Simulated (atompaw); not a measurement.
# Pseudopotential generation for Pb: PAW (atompaw), PBEsol

Do these settings give a usable potential? It is generated, then checked for scattering, ghosts and hardness.

Program: atompaw 4.2.0.5. Reference atom: PBEsol, scalar-relativistic, spherical and spin-unpolarised. All values are calculated.

## 1. The design

The settings as typed:

```
element                 : lead (Pb, Z = 82)
type                    : PAW
frozen core             : [Xe]
valence charge          : 28
reference configuration : 4f14 5d10 6s2 6p2
partial waves           : 6s (bound): rc 2.76 bohr; 6s channel at 2.15 Ry: rc 2.76 bohr; 6p (bound): rc 2.76 bohr; 6p channel at 1.55 Ry: rc 2.76 bohr; 5d (bound): rc 2.76 bohr; 5d channel at -0.9 Ry: rc 2.76 bohr; 4f (bound): rc 0.46 bohr; 4f channel at -7.7 Ry: rc 0.46 bohr
local potential         : bessel scheme, radius 2.30 bohr
core correction         : smooth core density matched at 1.38 bohr
augmentation charge     : besselshape compensation charge, radius 2.12 bohr; PAW radius 2.76 bohr; waves and projectors: custom rrkj gramschmidtortho
```

The outer shells as boxes (Hund's rule for the drawing; the calculation is spin-unpolarised):

```
[Xe] core
4f [↑↓][↑↓][↑↓][↑↓][↑↓][↑↓][↑↓]
5d [↑↓][↑↓][↑↓][↑↓][↑↓]
6s [↑↓]
6p [↑ ][↑ ][  ]
```

An earlier all-electron run gives the scale for the radii.

All-electron outer shells of the reference configuration (PBEsol, scalar-relativistic, ld1.x):

```tsv
shell	level (eV)	outermost node (bohr)	outermost maximum (bohr)
5s	-144.19	0.45	0.79
4f	-132.94	–	0.35
5p	-85.81	0.49	0.88
5d	-21.16	0.52	1.07
6s	-12.10	1.01	1.95
6p	-3.52	1.18	2.63
```

## 2. The generation run

Contents of Pb.input:

```
Pb 82
GGA-PBESOL scalarrelativistic loggrid 2001 logderivrange -12 5 426
6 6 5 4 0 0
6 1 2
0 0 0
c
c
c
c
c
v
c
c
c
c
v
c
c
v
v
3
2.76 2.12 2.30 1.38
y
2.15
n
y
1.55
n
y
-0.9
n
y
-7.7
n
custom rrkj gramschmidtortho besselshape
bessel
2.76
2.76
2.76
2.76
2.76
2.76
0.46
0.46
PWSCFOUT
UPFDX 0.0125d0 UPFXMIN -7.d0 UPFZMESH 82.d0
END
```

Launch:

```console
$ atompaw < Pb.input > Pb.log
```

**Question.** What will these runs give? Wanted: cutoffs; bound ghosts; largest phase difference near zero energy, channels read; lowest eigenvalue of the overlap; share of valence orbitals outside the PAW sphere; UPF file.

As calculated:

| quantity | value |
| --- | --- |
| cutoffs | not determined |
| bound ghosts | not determined |
| largest phase difference near zero energy, channels read | 0.116 rad |
| lowest eigenvalue of the overlap (Bessel basis) | 0.047 (d) |
| share of valence orbitals outside the PAW sphere | 6s 25 %, 6p 62 %, 5d 2 %, 4f 0 % |
| UPF file | written |

In words: Even at 400 Ry an occupied level stays 1414 mRy from its reference, so no cutoffs are read. Ghosts could not be judged. Of the channels read, f scatters worst near zero energy, by up to 0.12 rad. Note that the frozen 5p shell (-86 eV) lies higher than the valence 4f shell (-133 eV). All of this concerns the isolated atom, not yet a solid.
